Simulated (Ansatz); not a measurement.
NbCu:

```
Nb Cu
1.0
     0.00000    2.56221    2.56221
     2.56221    0.00000    2.56221
     2.56221    2.56221    0.00000
Nb Cu
1 1
Cartesian
  0.0000 0.0000 0.0000
  2.5622 2.5622 2.5622
```

The cell was built by a generator and needn't be a form met in nature.

```yaml
Program: Ansatz 0.2.0
Task: relaxation of cell and atoms
Functional: HSE06
Potentials_or_basis: Ansatz PAW
Cutoff: "420 eV (not typed: the program's choice for these potentials)"
k_mesh: 5 × 5 × 5
Occupations: fermi-dirac, width 0.05 eV
Spin: no spin polarisation
```

At the start: volume 16.82 Å³/atom.

Q: Where does the relaxation end?

A: It ends after 4 steps and the volume is 16.46 Å³/atom (-2.2 %); space group Fm-3m (No. 225, to 0.05 Å).

The path:
```csv
step,energy change (eV),largest force (eV/Å),volume (Å³)
1,0.0000,0.0000,33.64
2,-0.0074,0.0000,32.65
3,-0.0082,0.0000,32.91
4,-0.0075,0.0000,32.91
```

Final structure:
```
Nb Cu
1.0
     0.00000    2.54356    2.54356
     2.54356    0.00000    2.54356
     2.54356    2.54356    0.00000
Nb Cu
1 1
Direct
  0.00000 0.00000 0.00000
  0.50000 0.50000 0.50000
```

Caveat: the k mesh is coarse (spacing up to 0.42 Å⁻¹), so the values aren't converged, least of all with exact exchange; the plane-wave basis is chosen anew once the cell has moved, so the energies of steps on either side of that aren't comparable; the PAW data sets come from PBE, with cores solved anew for the run's functional, which leaves a small shift of forces and pressure.
